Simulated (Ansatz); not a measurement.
The system is BW.

```
CELL_PARAMETERS angstrom
-1.55750 1.55750 8.46500
1.55750 -1.55750 8.46500
1.55750 1.55750 -8.46500
ATOMIC_POSITIONS crystal
W 0.80300 0.80300 0.00000
W 0.55300 0.05300 0.50000
W 0.94700 0.44700 0.50000
W 0.19700 0.19700 0.00000
B 0.64800 0.64800 0.00000
B 0.39800 0.89800 0.50000
B 0.10200 0.60200 0.50000
B 0.35200 0.35200 0.00000
```

A run of Ansatz 0.2.0 on this cell left the log below. Logs are shortened: lines on timing, memory, paths and dates and some standing lists are left out, and cuts for length are marked.

```text
Warning: RAYON_NUM_THREADS=4 ignored (pool sized by the plan → 4); use --threads N
basis.fft_grid_basis auto: the FFT boxes are laid along the combinations [[1, 0, 1], [0, 1, 1], [0, 0, 1]] of the cell's own vectors, 3.115, 3.115 and 8.747 Å long. The dense box has 36×36×96 points. Along the cell's own vectors, as sized, it would have 96×96×96, 7.11 times as many. Of the 16 symmetry operations that the crystal satisfies within crystal.symmetry.tolerance (time reversal apart; of a slab, those that keep its plane) the dense box along the cell's own vectors carries 16, and the one as laid loses 12 of those. basis.fft_grid_basis: typed keeps the cell's own vectors: state it where this run's energies or levels are differenced outside the engine with another run's, or held beside a run that keeps those vectors.
Engine: ansatz 0.2.0, x86_64-unknown-linux-gnu
Pseudopotentials: kind: nc
Pseudopotential: W, nc, valence charge 14, recommended cutoff 1006.821291 eV (normal), W.nc.azcp (PseudoDojo's, or run here from an input of PseudoDojo's; its table is named by hamiltonian.pseudopotentials.accuracy)
Pseudopotential: B, nc, valence charge 3, recommended cutoff 1034.032677 eV (normal), B.nc.azcp (PseudoDojo's, or run here from an input of PseudoDojo's; its table is named by hamiltonian.pseudopotentials.accuracy)
Functional definition: PBEsol
  exchange = pbesol_x
  correlation = pbesol_c
Crystal: 8 atoms, lattice volume = 82.138 Å³
Basis set: ecut = 1034.032677 eV, 6265 PW (Γ), FFT grids on a1+a3, a2+a3, a3, exchange–correlation on 72×72×192 points (8 copies of the dense FFT grid, shifted against one another)
Bands: 42, of which v1, the nominal top of the filled ones, is band 34 counted from 1 (33 counted from 0)
Symmetry: 16 space group operations
Space group: I41/amd (ITA 141), of the structure as read, at distance tolerance 4.3e-5 Å
k-points: 163 of 1728
Non-local potential: W, projectors of the file, l = 0: 2, l = 1: 2, l = 2: 2, l = 3: 2
Non-local potential: B, projectors of the file, l = 0: 2, l = 1: 2
Initial density: superposition of atomic densities (chi_scale 0.1, normalization cell, long waves kept (reshape's long-wave potential 0.00 eV rms))
[... 25 lines left out ...]
  E_vxc        = -1411.956735  (∫ρ·V_xc dr)
  E_ewald      = -6848.419225
  E_smearing   = -0.021126  (= −TS)
  E_closure    = 0.000000  (closes the sum)
  Σ components = -8576.401337   (vs F -8576.401337, Δ=0.00e0)
--- Forces (eV/Å), atoms counted from 1 ---
  atom   1  W      0.00000000     0.00000000    -0.56679414
  atom   2  W     -0.00000000    -0.00000000    -0.56679414
  atom   3  W      0.00000000    -0.00000000     0.56679414
  atom   4  W      0.00000000     0.00000000     0.56679414
  atom   5  B     -0.00000000    -0.00000000     2.07460254
  atom   6  B      0.00000000    -0.00000000     2.07460254
  atom   7  B      0.00000000     0.00000000    -2.07460254
  atom   8  B     -0.00000000     0.00000000    -2.07460254
  max |Σ_I F_I| component: 4.44e-16 eV/Å
--- Stress (GPa, compression-positive) ---
        2.169028       0.000000       0.000000
        0.000000       2.169028       0.000000
        0.000000       0.000000       7.010092
  P = ⅓ Tr σ = 3.7827 GPa (37.827 kbar)
--- Band table (eV; the first three rows and the last of 163) ---
  k-point 0: bands = ["-52.8344", "-52.8024", "-52.7595", "-52.7272", "-17.5336", "-17.1402", "-17.1301", "-17.0997", "-17.0997", "-17.0988", "-17.0988", "-16.8147", "-16.8147", "-16.7591", "-16.7591", "-16.7042", "7.3291", "8.5336", "11.7212", "12.8965", "15.8448", "16.0183", "16.0792", "16.0792", "16.5717", "16.5717", "16.6571", "17.9329", "18.0648", "18.4470", "20.6853", "20.6853", "21.2210", "21.9354", "22.0427", "22.1209", "22.1209", "22.4311", "22.9881", "24.0283", "24.5255", "24.5255"]
  k-point 1: bands = ["-52.8298", "-52.7988", "-52.7599", "-52.7287", "-17.5156", "-17.2340", "-17.1772", "-17.1190", "-17.1055", "-17.1032", "-17.0129", "-16.8351", "-16.8131", "-16.8003", "-16.7609", "-16.7038", "7.5640", "8.6615", "12.0108", "13.1213", "15.3193", "15.4436", "15.5867", "16.3450", "16.6136", "16.7465", "16.7701", "18.2625", "18.5053", "18.8396", "19.8452", "20.3736", "21.1324", "21.1526", "21.6645", "21.8727", "22.5901", "22.6657", "23.3462", "23.8089", "23.9226", "24.7735"]
  k-point 2: bands = ["-52.8171", "-52.7893", "-52.7608", "-52.7329", "-17.4680", "-17.3192", "-17.2642", "-17.1694", "-17.1583", "-17.1073", "-16.9597", "-16.9114", "-16.8818", "-16.8137", "-16.7540", "-16.7180", "8.2039", "9.0328", "12.8271", "13.6439", "14.5128", "14.7748", "14.8488", "15.7923", "16.9994", "17.0736", "17.1111", "18.3962", "18.4964", "19.2208", "19.6664", "19.6920", "19.8548", "20.3264", "20.8600", "22.2759", "22.8725", "23.5169", "23.5328", "23.6123", "24.2363", "25.4309"]
  k-point 162: bands = ["-52.8217", "-52.8217", "-52.7401", "-52.7401", "-17.4200", "-17.4200", "-17.1384", "-17.1384", "-17.0450", "-17.0450", "-16.8506", "-16.8506", "-16.8341", "-16.8341", "-16.7381", "-16.7381", "7.8353", "7.8353", "12.4325", "12.4325", "16.0811", "16.0811", "16.1568", "16.1568", "16.5651", "16.5651", "16.8216", "16.8216", "18.3138", "18.3138", "20.9242", "20.9242", "21.4917", "21.4917", "21.7549", "21.7549", "22.7331", "22.7331", "23.5905", "23.5905", "24.3109", "24.3109"]
```

Question: Write the input and the command behind it.

Answer: Single point with PBEsol, no spin polarisation. The files as run (others can give the same):

input.yaml
```yaml
crystal:
  lattice:
    - [-1.5575, 1.5575, 8.465]
    - [1.5575, -1.5575, 8.465]
    - [1.5575, 1.5575, -8.465]
  atoms:
    - { symbol: W, position: [0.803, 0.803, 0.0] }
    - { symbol: W, position: [0.553, 0.053, 0.5] }
    - { symbol: W, position: [0.947, 0.447, 0.5] }
    - { symbol: W, position: [0.197, 0.197, 0.0] }
    - { symbol: B, position: [0.648, 0.648, 0.0] }
    - { symbol: B, position: [0.398, 0.898, 0.5] }
    - { symbol: B, position: [0.102, 0.602, 0.5] }
    - { symbol: B, position: [0.352, 0.352, 0.0] }
hamiltonian:
  xc: pbesol
  pseudopotentials: { kind: nc, accuracy: standard }
kpoints:
  mp_grid: { grid: [12, 12, 12] }
scf:
  occupations: { method: fermi_dirac, width: 0.05 }
output:
  forces: true
  stress: true
  eigenvalues: true
```

Potentials or basis: PseudoDojo standard (PBEsol files).
Run with:
```console
$ ansatz run input.yaml --threads 4 --pin off --max-ram 11264MiB --backend cpu --events-out ev --progress --plain --runs-dir out
```

Caveat: forces of over 1 eV/Å show positions far from the minimum, so gaps and moduli don't describe the material at rest.
